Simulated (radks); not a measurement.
# Valence configurations of Te²⁺

An exercise on one series of results from a longer session: the logs are not shown, and one member is left open.

Method: scalar-relativistic Kohn-Sham, PBEsol, spin-polarised, spherical densities, finite nucleus; open shells are filled with parallel spins first. Code: radks (a radial shooting solver on a logarithmic mesh, Libxc functionals) version 1.

**What is computed**

* element: tellurium (Z = 52)
* charge: +2
* electrons: 50
* configuration: [Kr] 4d10 5s2 5p2
* nuclear rms radius: 4.7423 fm
* others tried: 4d10 5s1.5 5p2.5; 4d10 5p4; 4d9.5 5s2 5p2.5; 4d8.5 5s2 5p3.5; 4d9 5s2 5p3; 4d9 5s1 5p4; 4d9 5p5; 4d8 5s2 5p4; 4d10 5s1 5p3

Outer shells as boxes (Hund's rule):

Te²⁺
```
[Kr] core
4d [↑↓][↑↓][↑↓][↑↓][↑↓]
5s [↑↓]
5p [↑ ][↑ ][  ]
```

The first run:

The run's settings:

```text
Z 52
configuration [Kr] 4d10 5s2 5p2
relativity scalar-relativistic
functional pbe_sol,pbe_sol
spin polarised
nucleus finite rms 4.7423 fm
c 137.035999084
```

Among the steps run: [Kr] 4d10 5s2 5p2.

One table of the session follows, with a row left open; its other results are not shown here.

It belongs to the step «[Kr] 4d10 5s2 5p2». Sizes of the orbitals, from the radial functions (bohr):

```
  level     <r>  outermost maximum (interpolated)  90 % within  nodes
  4p up  0.8211                             0.738         1.20      2
4p down       ?                                 ?            ?      ?
  4d up  0.9710                             0.811         1.49      1
4d down  0.9658                             0.810         1.48      1
  5s up   1.977                              1.76         2.85      4
5s down   1.964                              1.74         2.84      4
  5p up   2.326                              2.05         3.38      3
5p down   2.339                              2.03         3.43      3
```

Q: Estimate the row for 4p down from the others.

The run gave: <r>: 0.8205; outermost maximum (interpolated): 0.738; 90 % within: 1.20; nodes: 2. In the column «<r>» it is the lowest.
